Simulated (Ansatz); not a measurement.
**H₂Se (singlet): from Hartree-Fock to the top rungs at distance Se1–H3 = 1.146 Å, 6-31G**

One table from this session's results is given with a row withheld; the runs are named, their logs left out.

Method: 6-31G, core rule «outside noble gas», up to 14 orbitals frozen; program: Ansatz 0.2.0, Gaussian basis.

The runs, in order: UHF; CCSD(T) on RHF; BCCD(T) on RHF; CISD; CCSDT(Q) on RHF; CCSDTQ on RHF; CASSCF and MRCISD+Q, 2 electrons in 2 orbitals; CASSCF and NEVPT2, 2 electrons in 2 orbitals; CASSCF and MRCISD+Q, 8 electrons in 6 orbitals; CASSCF and NEVPT2, 8 electrons in 6 orbitals; Full CI.

17 further runs of the same task are left out: 16 that didn't finish, 1 set aside as unsound or not needed. Runs told in other sessions of the task aren't counted.

## What is computed

The geometry derives from a PBE0/def2-TZVP stationary point (not a proven minimum). One bond is set to the value named and the two fragments are kept rigid. No spin-orbit coupling is included. The filled d shell of Se may be among the frozen orbitals whatever the setting's name suggests.

3 atoms, charge 0, spin multiplicity 1.

Atoms are counted from 1 here; the program's logs count them from 0.

Bond lengths: Se1–H2 1.467 Å, Se1–H3 1.146 Å. Angles: H2–Se1–H3 91.2°.

The first run:

Contents of in.yaml:

```yaml
crystal:
  periodic: [false, false, false]
  atoms:
    - {symbol: Se, position_ang: [0.000000, -0.022760, 0.002853]}
    - {symbol: H, position_ang: [0.000000, 1.003738, -1.044937]}
    - {symbol: H, position_ang: [0.000000, 0.779220, 0.821476]}
basis:
  gaussian: {orbitals: 6-31G}
magnetization: {spin_polarized: true, initial_magnetization: 0}
hamiltonian: {xc: hf}
output: {orbitals: {seedname: orbitals}}
```

Run with:

```sh
$ ansatz run in.yaml --threads 1 --pin off --events-out ev --progress --plain --max-ram 2393MiB
```

Steps of the session up to this table: UHF; CCSD(T) on RHF; BCCD(T) on RHF; CISD; CCSDT(Q) on RHF; CCSDTQ on RHF; CASSCF and MRCISD+Q, 2 electrons in 2 orbitals; CASSCF and NEVPT2, 2 electrons in 2 orbitals; CASSCF and MRCISD+Q, 8 electrons in 6 orbitals; CASSCF and NEVPT2, 8 electrons in 6 orbitals; Full CI.

One table of the session follows, with a row left open; its other results are not shown here.

It belongs to the step «Misses and costs». 

| method | from FCI (kJ/mol) |
| --- | --- |
| RHF | +179.0 |
| RMP2 | +40.3 |
| CISD | +6.4 |
| RCCSD | +2.1 |
| RCCSD(T) | +0.4 |
| BCCD(T) | +0.4 |
| RCCSDT | 0.0 |
| RCCSDT(Q) | 0.0 |
| RCCSDTQ | 0.0 |
| CASSCF pair | +130.2 |
| NEVPT2 pair | +27.4 |
| MRCISD pair | +3.6 |
| MRCISD+Q pair | +0.3 |
| CASSCF valence | +89.8 |
| NEVPT2 valence | +23.0 |
| MRCISD valence | +2.5 |
| MRCISD+Q valence | ? |
| FCI | 0 |

**Question.** Estimate the row for MRCISD+Q valence.

The run gave: from FCI (kJ/mol): +0.9. In the column «from FCI (kJ/mol)» it lies between BCCD(T) (+0.4) and RCCSD (+2.1).
